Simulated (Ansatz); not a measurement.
# F2Ga2H4: the cost of one run

Program: Ansatz 0.2.0, Gaussian basis. Level of theory: the settings change from run to run. These are calculated values, not measurements.

## Step 1: The geometry

The structure was relaxed beforehand with PBE0-D4 in a triple-zeta def2 set.

SMILES `[F+]1[GaH2-][F+][GaH2-]1`, 8 atoms, charge 0, spin multiplicity 1.

Atoms are counted from 1 here; the program's logs count them from 0.

Bond lengths: F1–Ga2 1.943 Å, F1–Ga4 1.943 Å, Ga2–F3 1.943 Å, Ga2–H5 1.552 Å, Ga2–H6 1.552 Å, F3–Ga4 1.943 Å, Ga4–H7 1.552 Å, Ga4–H8 1.552 Å. Angles: Ga2–F1–Ga4 100.6°, F1–Ga2–F3 79.4°, F1–Ga2–H5 107.1°, F1–Ga2–H6 107.1°, F3–Ga2–H5 107.1°, F3–Ga2–H6 107.1°, H5–Ga2–H6 135.0°, Ga2–F3–Ga4 100.6°, F1–Ga4–F3 79.4°, F1–Ga4–H7 107.1°, F1–Ga4–H8 107.1°, F3–Ga4–H7 107.1°, F3–Ga4–H8 107.1°, H7–Ga4–H8 135.0°.

As a file:

```mol
F2Ga2H4
  3D, bonds by distance, orders not assigned

  8  8  0  0  0  0  0  0  0  0999 V2000
   -0.7731    0.0491    0.9700 F   0  0
    0.0839    1.4923   -0.0086 Ga  0  0
    0.7733   -0.0491   -0.9699 F   0  0
   -0.0839   -1.4923    0.0086 Ga  0  0
   -1.0014    2.1435   -0.9069 H   0  0
    1.2360    2.0283    0.8826 H   0  0
    1.0014   -2.1437    0.9068 H   0  0
   -1.2361   -2.0280   -0.8826 H   0  0
  1  2  8  0
  2  3  8  0
  3  4  8  0
  2  5  8  0
  2  6  8  0
  4  7  8  0
  4  8  8  0
  1  4  8  0
M  END
```

## Step 2: wB97M-V/cc-pVTZ-DK

This run has high accuracy.

File in.yaml:

```yaml
crystal:
  periodic: [false, false, false]
  atoms:
    - {symbol: F, position_ang: [-0.773112, 0.049145, 0.969968]}
    - {symbol: Ga, position_ang: [0.083905, 1.492329, -0.008614]}
    - {symbol: F, position_ang: [0.773273, -0.049150, -0.969857]}
    - {symbol: Ga, position_ang: [-0.083903, -1.492333, 0.008605]}
    - {symbol: H, position_ang: [-1.001383, 2.143504, -0.906898]}
    - {symbol: H, position_ang: [1.235977, 2.028259, 0.882623]}
    - {symbol: H, position_ang: [1.001351, -2.143730, 0.906765]}
    - {symbol: H, position_ang: [-1.236107, -2.028025, -0.882601]}
basis:
  gaussian: {orbitals: cc-pVTZ-DK}
hamiltonian: {xc: {name: wB97M-V}}
accuracy: high
```

The run is started by

```sh
> ansatz run in.yaml --threads 4 --pin off --events-out ev --progress --plain --max-ram 10444MiB
```

Q: Estimate wall time and peak memory on 4 threads of Arm Neoverse V1, shared host.

About 46 s, with a peak of 1.7 GiB.
